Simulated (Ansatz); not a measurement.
**NbO (quartet): the correlation ladder, def2-TZVPP**

One table from this session's results is given with a row withheld; the runs are named, their logs left out.

Computed with Ansatz 0.2.0, Gaussian basis. Level: def2-TZVPP, core rule «outside noble gas», up to 5 orbitals frozen.

Plan: UHF; ROHF; CCSD(T) on UHF.

2 further runs of the same task are left out: 2 set aside as unsound or not needed.

### The system

The geometry is a PBE0/def2-TZVP stationary point (not a proven minimum) of the parent state, kept for this charge and spin. No spin-orbit coupling is included. Elements past krypton take def2 core potentials.

2 atoms, charge 0, spin multiplicity 4.

Atoms are counted from 1 here; the program's logs count them from 0.

Bond lengths: Nb1–O2 1.668 Å.

The first run:

File in.yaml:

```yaml
crystal:
  periodic: [false, false, false]
  atoms:
    - {symbol: Nb, position_ang: [0.000000, 0.000000, 0.000000]}
    - {symbol: O, position_ang: [0.000000, 0.000000, 1.667800]}
basis:
  gaussian: {orbitals: def2-TZVPP}
magnetization: {spin_polarized: true, initial_magnetization: 3}
hamiltonian: {xc: hf}
output: {orbitals: {seedname: orbitals}}
```

Launch:

```sh
$ ansatz run in.yaml --threads 1 --pin off --events-out ev --progress --plain --max-ram 4096MiB --backend cpu
```

Steps of the session up to this table: UHF; ROHF; CCSD(T) on UHF.

One table of the session follows, with a row left open; its other results are not shown here.

It belongs to the step «Misses and costs». 

| method | from UCCSD(T) (kJ/mol) |
| --- | --- |
| ROHF | +990.2 |
| UHF | ? |
| UMP2 | +19.9 |
| UCCSD | +60.8 |
| UCCSD(T) | 0 |

**Question.** Estimate the row for UHF.

As computed: from UCCSD(T) (kJ/mol): +969.9. In the column «from UCCSD(T) (kJ/mol)» it lies between UCCSD (+60.8) and ROHF (+990.2).
